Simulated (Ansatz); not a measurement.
# CoGe2: properties at the relaxed cell

This session takes CoGe2 and sets out to fit an equation of state.

Computed with Ansatz 0.2.0 (DFT PBEsol, scalar-relativistic, plane waves, PAW, unless a step's input says otherwise).

## 1. The system as given

Symmetry: Cmce, No. 64, orthorhombic system. Conventional cell: a = 10.758 Å, b = 5.587 Å, c = 5.594 Å, α = 90.00°, β = 90.00°, γ = 90.00°. Co (site symmetry 2) has 8 Ge at 2.44 to 2.45 Å and 1 Co at 2.51 Å in its first shell of neighbours. Ge (site symmetry m) has 4 Co at 2.45 Å and 3 Ge at 2.51 to 2.79 Å in its first shell of neighbours. Ge (site symmetry 2) has 4 Co at 2.44 to 2.45 Å and 6 Ge at 2.79 to 2.80 Å in its first shell of neighbours.

As a file:

```cif
data_structure
_symmetry_space_group_name_H-M 'P 1'
_symmetry_Int_Tables_number 1
_cell_length_a 6.0611
_cell_length_b 6.0611
_cell_length_c 5.5944
_cell_angle_alpha 90.000
_cell_angle_beta 90.000
_cell_angle_gamma 54.893
_cell_volume 168.13
loop_
_atom_site_label
_atom_site_type_symbol
_atom_site_fract_x
_atom_site_fract_y
_atom_site_fract_z
_atom_site_occupancy
Co1 Co 0.61672 0.61672 0.00000 1
Co2 Co 0.11672 0.11672 0.50000 1
Co3 Co 0.38328 0.38328 0.00000 1
Co4 Co 0.88328 0.88328 0.50000 1
Ge1 Ge 0.65866 0.34134 0.65870 1
Ge2 Ge 0.34134 0.65866 0.34130 1
Ge3 Ge 0.84134 0.15866 0.15870 1
Ge4 Ge 0.15866 0.84134 0.84130 1
Ge5 Ge 0.00190 0.49810 0.75000 1
Ge6 Ge 0.49810 0.00190 0.25000 1
Ge7 Ge 0.99810 0.50190 0.25000 1
Ge8 Ge 0.50190 0.99810 0.75000 1
```

It goes back to an entry of the Materials Project, which need not be the stable form.

This cell was relaxed beforehand with the same method: volume 14.01 Å³/atom, gap on the mesh none (metal).

## 2. The cell scaled to 0.97 of its volume

File input.yaml:

```yaml
crystal:
  lattice:
    - [5.3245417084, -2.7654797899, 0.0]
    - [5.3245417084, 2.7654797899, 0.0]
    - [0.0, 0.0, 5.5378974022]
  atoms:
    - { symbol: Co, position: [0.6167209509, 0.6167209509, 0.0] }
    - { symbol: Co, position: [0.1167209509, 0.1167209509, 0.5] }
    - { symbol: Co, position: [0.3832790491, 0.3832790491, 0.0] }
    - { symbol: Co, position: [0.8832790491, 0.8832790491, 0.5] }
    - { symbol: Ge, position: [0.6586579751, 0.3413420249, 0.6587037383] }
    - { symbol: Ge, position: [0.3413420249, 0.6586579751, 0.3412962617] }
    - { symbol: Ge, position: [0.8413420249, 0.1586579751, 0.1587037383] }
    - { symbol: Ge, position: [0.1586579751, 0.8413420249, 0.8412962617] }
    - { symbol: Ge, position: [1.0018959477, 0.4981040523, 0.75] }
    - { symbol: Ge, position: [0.4981040523, 1.0018959477, 0.25] }
    - { symbol: Ge, position: [-0.0018959477, 0.5018959477, 0.25] }
    - { symbol: Ge, position: [0.5018959477, -0.0018959477, 0.75] }
basis:
  ecutwfc: 420
kpoints:
  mp_grid: { grid: [8, 8, 6] }
hamiltonian:
  xc: pbesol
scf:
  occupations: { method: gaussian, width: 0.1 }
output:
  forces: true
  stress: true
  eigenvalues: true
  write_density: true
  write_potential: true
  elf: true
  volumetric_format: npy
relax:
  adjacent_minimum: "off"
  f_tol: 0.01
  max_steps: 30
  cell: { stress_tol: 0.1, fix: [volume] }
```

Command:

```
$ ansatz run input.yaml --threads 2 --pin off --max-ram 5120MiB --backend cpu --events-out ev --progress --plain --runs-dir out
```

## 3. Point at V/V0 = 1.03

input.yaml, as its differences from that of step 2:

```diff
@@ -2,5 +2,5 @@
   lattice:
-    - [5.3245417084, -2.7654797899, 0.0]
-    - [5.3245417084, 2.7654797899, 0.0]
-    - [0.0, 0.0, 5.5378974022]
+    - [5.4321371963, -2.8213631247, 0.0]
+    - [5.4321371963, 2.8213631247, 0.0]
+    - [0.0, 0.0, 5.6498042677]
   atoms:
@@ -30,6 +30,2 @@
   eigenvalues: true
-  write_density: true
-  write_potential: true
-  elf: true
-  volumetric_format: npy
 relax:
```

## 4. The cell scaled to 0.94 of its volume

File input.yaml:

```yaml
crystal:
  lattice:
    - [5.2646026746, -2.7377480859, 0.0]
    - [5.2646026746, 2.7377480859, 0.0]
    - [0.0, 0.0, 5.4827022739]
  atoms:
    - { symbol: Co, position: [0.6169635882, 0.6169635882, 0.0] }
    - { symbol: Co, position: [0.1169635882, 0.1169635882, 0.5] }
    - { symbol: Co, position: [0.3830364118, 0.3830364118, 0.0] }
    - { symbol: Co, position: [0.8830364118, 0.8830364118, 0.5] }
    - { symbol: Ge, position: [0.6580550712, 0.3419449288, 0.6581411466] }
    - { symbol: Ge, position: [0.3419449288, 0.6580550712, 0.3418588534] }
    - { symbol: Ge, position: [0.8419449288, 0.1580550712, 0.1581411466] }
    - { symbol: Ge, position: [0.1580550712, 0.8419449288, 0.8418588534] }
    - { symbol: Ge, position: [1.0019559498, 0.4980440502, 0.75] }
    - { symbol: Ge, position: [0.4980440502, 1.0019559498, 0.25] }
    - { symbol: Ge, position: [-0.0019559498, 0.5019559498, 0.25] }
    - { symbol: Ge, position: [0.5019559498, -0.0019559498, 0.75] }
basis:
  ecutwfc: 420
kpoints:
  mp_grid: { grid: [8, 8, 6] }
hamiltonian:
  xc: pbesol
scf:
  occupations: { method: gaussian, width: 0.1 }
output:
  forces: true
  stress: true
  eigenvalues: true
relax:
  adjacent_minimum: "off"
  f_tol: 0.01
  max_steps: 30
  cell: { stress_tol: 0.1, fix: [volume] }
```

## 5. The cell scaled to 1.06 of its volume

File input.yaml:

```yaml
crystal:
  lattice:
    - [5.4874870431, -2.8478376209, 0.0]
    - [5.4874870431, 2.8478376209, 0.0]
    - [0.0, 0.0, 5.7022076463]
  atoms:
    - { symbol: Co, position: [0.6164926923, 0.6164926923, 0.0] }
    - { symbol: Co, position: [0.1164926923, 0.1164926923, 0.5] }
    - { symbol: Co, position: [0.3835073077, 0.3835073077, 0.0] }
    - { symbol: Co, position: [0.8835073077, 0.8835073077, 0.5] }
    - { symbol: Ge, position: [0.6593017892, 0.3406982108, 0.6592736976] }
    - { symbol: Ge, position: [0.3406982108, 0.6593017892, 0.3407263024] }
    - { symbol: Ge, position: [0.8406982108, 0.1593017892, 0.1592736976] }
    - { symbol: Ge, position: [0.1593017892, 0.8406982108, 0.8407263024] }
    - { symbol: Ge, position: [1.0017950739, 0.4982049261, 0.75] }
    - { symbol: Ge, position: [0.4982049261, 1.0017950739, 0.25] }
    - { symbol: Ge, position: [-0.0017950739, 0.5017950739, 0.25] }
    - { symbol: Ge, position: [0.5017950739, -0.0017950739, 0.75] }
basis:
  ecutwfc: 420
kpoints:
  mp_grid: { grid: [8, 8, 6] }
hamiltonian:
  xc: pbesol
scf:
  occupations: { method: gaussian, width: 0.1 }
output:
  forces: true
  stress: true
  eigenvalues: true
  write_density: true
  write_potential: true
  elf: true
  volumetric_format: npy
relax:
  adjacent_minimum: "off"
  f_tol: 0.01
  max_steps: 30
  cell: { stress_tol: 0.1, fix: [volume] }
```

## 6. Point at V/V0 = 0.91

File input.yaml:

```yaml
crystal:
  lattice:
    - [5.2046787667, -2.7091218835, 0.0]
    - [5.2046787667, 2.7091218835, 0.0]
    - [0.0, 0.0, 5.4255630098]
  atoms:
    - { symbol: Co, position: [0.6171739854, 0.6171739854, 0.0] }
    - { symbol: Co, position: [0.1171739854, 0.1171739854, 0.5] }
    - { symbol: Co, position: [0.3828260146, 0.3828260146, 0.0] }
    - { symbol: Co, position: [0.8828260146, 0.8828260146, 0.5] }
    - { symbol: Ge, position: [0.6575354888, 0.3424645112, 0.6576988246] }
    - { symbol: Ge, position: [0.3424645112, 0.6575354888, 0.3423011754] }
    - { symbol: Ge, position: [0.8424645112, 0.1575354888, 0.1576988246] }
    - { symbol: Ge, position: [0.1575354888, 0.8424645112, 0.8423011754] }
    - { symbol: Ge, position: [1.0020419206, 0.4979580794, 0.75] }
    - { symbol: Ge, position: [0.4979580794, 1.0020419206, 0.25] }
    - { symbol: Ge, position: [-0.0020419206, 0.5020419206, 0.25] }
    - { symbol: Ge, position: [0.5020419206, -0.0020419206, 0.75] }
basis:
  ecutwfc: 420
kpoints:
  mp_grid: { grid: [8, 8, 6] }
hamiltonian:
  xc: pbesol
scf:
  occupations: { method: gaussian, width: 0.1 }
output:
  forces: true
  stress: true
  eigenvalues: true
relax:
  adjacent_minimum: "off"
  f_tol: 0.01
  max_steps: 30
  cell: { stress_tol: 0.1, fix: [volume] }
```

(Steps that only read results are left out.)

What does the calculation give? Wanted: equilibrium volume of the fit; bulk modulus.

**Answer**, as computed:

| quantity | value |
| --- | --- |
| equilibrium volume of the fit | 14.01 Å³/atom |
| bulk modulus | 146 GPa |
| its pressure derivative | 4.8 |

The fit puts the minimum at 14.01 Å³/atom with B = 146 GPa and B' = 4.8. Spin polarisation is off in the runs that give these values; a magnetic solution could lie lower.
